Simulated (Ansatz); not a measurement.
This script drives Ansatz 0.2.0 through its Python package.

The script, `run_freq.py`:
```python
import itertools

import ansatz as az
from ase import Atoms
from ase.data import atomic_numbers, covalent_radii
import numpy as np

BASIS = "def2-SVP"
FUNCTIONAL = "B3LYP"

atoms = Atoms(["C", "O", "Ge", "F", "F", "H", "H", "H", "H"], positions=[
    [0.1031, -1.3859, -0.1024],
    [0.9464, -0.2736, -0.2668],
    [0.0219, 1.2494, 0.0884],
    [-1.0711, 1.5549, -1.1493],
    [1.1868, 2.5836, 0.1325],
    [-0.3148, -1.395, 0.9318],
    [0.6181, -2.2825, -0.338],
    [-0.7568, -1.2423, -0.8344],
    [-0.6452, 1.1452, 1.5211],
])
molecule = az.Crystal.molecule_from_ase(atoms)

job = (
    molecule.calculation()
    .basis(gaussian=BASIS)
    .functional(FUNCTIONAL)
)
symbols = [site.symbol for site in molecule.cartesian_sites]
start = np.array([site.position_ang for site in molecule.cartesian_sites], dtype=float)
summary = job.relax(force_tolerance=0.003, max_steps=100).run(threads=1).report
end = np.array(summary["positions_ang"])

radius = [covalent_radii[atomic_numbers[s]] for s in symbols]
span = lambda where, i, j: np.linalg.norm(where[i] - where[j])
bonded = [(i, j) for i, j in itertools.combinations(range(len(symbols)), 2) if min(span(start, i, j), span(end, i, j)) < 1.2 * (radius[i] + radius[j])]
print("pair        before    after (A)")
for i, j in bonded:
    print(f"{symbols[i]}{i}-{symbols[j]}{j}".ljust(10), f"{span(start, i, j):8.4f} {span(end, i, j):8.4f}")

minimum = az.Crystal.molecule()
for symbol, place in zip(symbols, end):
    minimum = minimum.atom(symbol, place.tolist())
vibrating = minimum.calculation().basis(gaussian=BASIS).functional(FUNCTIONAL).phonons(temperatures=(100, 500, 100))
vib = vibrating.run(threads=1).report["vibrations"]
sums = vib["harmonic_sums"]
modes = [m["omega_inv_cm"] for m in sums["modes_at_gamma"] if m["rigid_motion"] == "no"]
print("frequencies (1/cm):", " ".join(f"{w:.0f}" for w in modes))
print("imaginary modes:", sum(w < 0 for w in modes), " zero-point energy:", round(sums["zero_point_energy_ev"], 4), "eV")
print("T (K)   F_vib (eV)   S_vib (meV/K)   C_vib (meV/K)")
for row in zip(sums["temperatures_k"], sums["vibrational_free_energy_ev"], vib["entropy_ev_per_k"], vib["heat_capacity_ev_per_k"]):
    print(f"{row[0]:6.1f} {row[1]:11.4f} {1000 * row[2]:13.4f} {1000 * row[3]:15.4f}")
```

It is started by `python run_freq.py`. Estimate its wall time and peak memory on 1 thread of Arm Neoverse V1 (shared host).

It took about 7 min, with a peak of 0.33 GiB, for 2 runs of the engine.

```console
$ python run_freq.py
pair        before    after (A)
C0-O1        1.4055   1.4228
C0-H5        1.1155   1.1003
C0-H6        1.0605   1.1038
C0-H7        1.1384   1.1038
O1-Ge2       1.8167   1.7489
Ge2-F3       1.6792   1.7343
Ge2-F4       1.7717   1.7342
Ge2-H8       1.5838   1.5199
frequencies (1/cm): 54 88 148 241 249 340 654 722 723 725 734 1109 1169 1192 1468 1470 1478 2249 3010 3089 3122
imaginary modes: 0  zero-point energy: 1.4899 eV
T (K)   F_vib (eV)   S_vib (meV/K)   C_vib (meV/K)
 100.0      1.4801        0.2448          0.3017
 200.0      1.4415        0.5200          0.5083
 300.0      1.3772        0.7621          0.6961
 400.0      1.2897        0.9856          0.8609
 500.0      1.1806        1.1929          0.9970
```

Caveats:
- The frequencies are harmonic and unscaled, in a modest basis.
- b3lyp holds the VWN-RPA fit, as in Gaussian; the form of ORCA and Turbomole is b3lyp5.
- The result belongs to the one conformer reached from this start, and soft torsions count as harmonic oscillators.
